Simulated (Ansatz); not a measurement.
# AgRh in Ansatz: convergence with ecutfock ratio

Input of the first run (ecutfock ratio 1); the others differ in this setting and in those tied to it:

The input input.yaml:

```yaml
crystal:
  lattice:
    - [2.7775881998, 0.0, 0.0]
    - [-1.3887940999, 2.4054619423, 0.0]
    - [0.0, 0.0, 4.808602]
  atoms:
    - { symbol: Ag, position: [0.0, 0.0, 0.5] }
    - { symbol: Rh, position: [0.6666666667, 0.3333333333, 0.0] }
hamiltonian:
  xc: hse06
  pseudopotentials: { kind: paw }
kpoints:
  mp_grid: { grid: [6, 6, 3] }
scf:
  occupations: { method: methfessel_paxton, width: 0.05 }
  exx: { ecutfock_ratio: 1 }
output:
  forces: true
  stress: true
  eigenvalues: true
```

Potentials or basis: Ansatz PAW.

Run with:

```bash
$ ansatz run input.yaml --threads 2 --pin off --max-ram 5632MiB --backend cpu --events-out ev --progress --plain --runs-dir out
```

The cell comes from a database or a generator and needn't be the stable form of this composition.

Hardware: 2 threads of Arm Neoverse V2, on a shared host.

| ecutfock ratio | energy less the tightest run, at zero smearing (meV/atom) | SCF cycles | CPU time (s) | peak memory (GiB) |
| --- | --- | --- | --- | --- |
| 1 | 158.30 | 17 | 16 | 0.62 |
| 2 | 0.82 | 17 | 18 | 0.77 |
| 3 | 0.00 | 17 | 19 | 0.78 |
| 4 | 0.00 | 17 | 19 | 0.81 |

Against the tightest run, the energy stays within 1 meV/atom from 2 on. The tightest run that finished is the yardstick and may itself not be fully converged.

Caveat, for the tightest run too: the k mesh is coarse (spacing up to 0.44 Å⁻¹), so the values aren't converged, least of all with exact exchange.
